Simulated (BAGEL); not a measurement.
# CH4Be (BeMeH) at HF/6-31G(d) (density fitting with qzvpp-jkfit, spherical functions)

Aim: the energy change on altering one bond length of CH4Be (BeMeH) at HF/6-31G* (density fitting with qzvpp-jkfit, spherical functions), from 2 runs. 

Program for the calculation: BAGEL 1.2.2.

24 further runs of the same task are left out: 24 set aside as unsound or not needed.

### Step 1. The structure to begin with

CH4Be: 6 atoms, total charge 0, spin state singlet. As SMILES, `[H][Be][CH3]`. Geometry: a GFN2-xTB relaxation, a rough one for these elements and not checked as a minimum.

Bond lengths: Be1–C2 1.726 Å, C2–H3 1.092 Å, C2–H4 1.092 Å, C2–H5 1.092 Å, Be1–H6 1.281 Å. Angles: Be1–C2–H3 114.5°, Be1–C2–H4 114.2°, Be1–C2–H5 114.2°, C2–Be1–H6 179.6°, H3–C2–H4 104.2°, H3–C2–H5 104.3°, H4–C2–H5 104.2°.

### Step 2. A single-point energy at HF/6-31G(d) (density fitting with qzvpp-jkfit, spherical functions)

Input file calc.json:

```json
{ "bagel" : [

{
  "title" : "molecule",
  "basis" : "6-31gs.json",
  "df_basis" : "qzvpp-jkfit",
  "angstrom" : true,
  "geometry" : [
    { "atom" : "Be", "xyz" : [      -0.008130,       0.005930,      -1.161750 ] },
    { "atom" : "C", "xyz" : [       0.001650,       0.000210,       0.563950 ] },
    { "atom" : "H", "xyz" : [      -0.430450,       0.891450,       1.022720 ] },
    { "atom" : "H", "xyz" : [       0.998090,      -0.072360,       1.005040 ] },
    { "atom" : "H", "xyz" : [      -0.550560,      -0.828180,       1.012550 ] },
    { "atom" : "H", "xyz" : [      -0.010600,       0.002940,      -2.442520 ] }
  ]
},

{
  "title" : "hf"
},

{
  "title" : "print",
  "file" : "orbitals.molden",
  "orbitals" : true
}

]}
```

The basis set 6-31G* is read from a file made from the Basis Set Exchange's data (not shown).

The run is started by

```console
$ BAGEL_NUM_THREADS=1 BAGEL calc.json > calc.out
```

Output:

```text
* using 1 threads per process

  ===============================================================
  ===============================================================

  *** Geometry ***

  { "atom" : "Be", "xyz" : [     -0.015363,      0.011206,     -2.195389 ] },
  { "atom" : "C", "xyz" : [      0.003118,      0.000397,      1.065711 ] },
  { "atom" : "H", "xyz" : [     -0.813433,      1.684596,      1.932661 ] },
  { "atom" : "H", "xyz" : [      1.886117,     -0.136741,      1.899250 ] },
  { "atom" : "H", "xyz" : [     -1.040408,     -1.565033,      1.913442 ] },
  { "atom" : "H", "xyz" : [     -0.020031,      0.005556,     -4.615694 ] },

  Number of auxiliary basis functions:      198

  Since a DF basis is specified, we compute 2- and 3-index integrals:
    o Being stored without compression. Storage requirement is 0.002 GB

  Number of basis functions:       36
  Number of electrons      :       14

    * METHOD: MOLECULE                             0.06

  *** RHF ***

  === Nuclear Repulsion ===
    22.8089450682

      * DIIS with orbital gradients will be used.

  === RHF iteration (6-31gs.json) ===
      0        -54.74572424          0.02401716           0.00
      1        -54.80401633          0.00915558           0.00
      2        -54.81297535          0.00212476           0.00
      3        -54.81362453          0.00015387           0.00
      4        -54.81363036          0.00003042           0.00
      5        -54.81363060          0.00000564           0.00
      6        -54.81363061          0.00000108           0.00
      7        -54.81363061          0.00000012           0.00
      8        -54.81363061          0.00000004           0.00
      9        -54.81363061          0.00000001           0.00
     10        -54.81363061          0.00000000           0.00
    * SCF iteration converged.

    * Permanent dipole moment:
           (    0.001709,    -0.003455,    -0.117284) a.u.

    * METHOD: HF                                   0.11

    * METHOD: PRINT                                0.00

  ===============================================================
```

Wall time 0.5 s (1 thread of Intel Xeon Platinum 8375C at 2.90GHz (Ice Lake), shared host).

### Step 3. The distorted shape, same level

Input file calc.json:

```json
{ "bagel": [

{
  "title": "molecule",
  "basis": "6-31gs.json",
  "df_basis": "qzvpp-jkfit",
  "angstrom": true,
  "geometry": [
    { "atom": "Be", "xyz": [      -0.506372,       0.042217,      -1.382305 ] },
    { "atom": "C", "xyz": [      -0.496592,       0.036497,       0.343395 ] },
    { "atom": "H", "xyz": [      -0.928692,       0.927737,       0.802165 ] },
    { "atom": "H", "xyz": [       0.998090,      -0.072360,       1.005040 ] },
    { "atom": "H", "xyz": [      -1.048802,      -0.791893,       0.791995 ] },
    { "atom": "H", "xyz": [      -0.508842,       0.039227,      -2.663075 ] }
  ]
},

{ "title": "hf" },

{ "title": "print", "file": "orbitals.molden", "orbitals": true }

]}
```

The basis set 6-31G* is read from a file made from the Basis Set Exchange's data (not shown).

The run is started by

```console
$ BAGEL_NUM_THREADS=1 BAGEL calc.json > calc.out
```

Output:

```text
* using 1 threads per process

  ===============================================================
  ===============================================================

  *** Geometry ***

  { "atom" : "Be", "xyz" : [     -0.956904,      0.079779,     -2.612178 ] },
  { "atom" : "C", "xyz" : [     -0.938423,      0.068969,      0.648923 ] },
  { "atom" : "H", "xyz" : [     -1.754974,      1.753169,      1.515872 ] },
  { "atom" : "H", "xyz" : [      1.886117,     -0.136741,      1.899250 ] },
  { "atom" : "H", "xyz" : [     -1.981949,     -1.496461,      1.496654 ] },
  { "atom" : "H", "xyz" : [     -0.961572,      0.074128,     -5.032482 ] },

  Number of auxiliary basis functions:      198

  Since a DF basis is specified, we compute 2- and 3-index integrals:
    o Being stored without compression. Storage requirement is 0.002 GB

  Number of basis functions:       36
  Number of electrons      :       14

    * METHOD: MOLECULE                             0.03

  *** RHF ***

  === Nuclear Repulsion ===
    21.5611903460

      * DIIS with orbital gradients will be used.

  === RHF iteration (6-31gs.json) ===
      0        -54.66896505          0.02296285           0.00
      1        -54.72289220          0.00994139           0.00
      2        -54.73338814          0.00253872           0.00
      3        -54.73439072          0.00025231           0.00
      4        -54.73440926          0.00006999           0.00
      5        -54.73441068          0.00001677           0.00
      6        -54.73441076          0.00000401           0.00
      7        -54.73441077          0.00000106           0.00
      8        -54.73441077          0.00000022           0.00
      9        -54.73441077          0.00000006           0.00
     10        -54.73441077          0.00000002           0.00
     11        -54.73441077          0.00000000           0.00
    * SCF iteration converged.

    * Permanent dipole moment:
           (    0.324525,    -0.026811,     0.000430) a.u.

    * METHOD: HF                                   0.07

    * METHOD: PRINT                                0.00

  ===============================================================
```

Run time: 0.38 s. Hardware: 1 thread of Intel Xeon Platinum 8375C at 2.90GHz (Ice Lake), shared host.

### Step 4. What came out

At HF/6-31G* (density fitting with qzvpp-jkfit, spherical functions):

| quantity | value |
| --- | --- |
| first shape: total energy | -54.81363 Eh |
| first shape: dipole moment | 0.30 D |
| first shape: HOMO energy | -11.63 eV |
| first shape: LUMO energy | 3.07 eV |
| first shape: HOMO–LUMO gap | 14.70 eV |
| distorted shape: total energy | -54.73441 Eh |
| distorted shape: dipole moment | 0.83 D |
| distorted shape: HOMO energy | -10.97 eV |
| distorted shape: LUMO energy | 2.54 eV |
| distorted shape: HOMO–LUMO gap | 13.51 eV |
| energy change with the C2–H4 bond stretched from 1.092 to 1.638 Å | 2.156 eV |

**Reading.** With the C2–H4 bond stretched from 1.092 to 1.638 Å the energy rises by 2.16 eV (208 kJ/mol). The first shape isn't relaxed at this level, so the change isn't measured from a minimum.
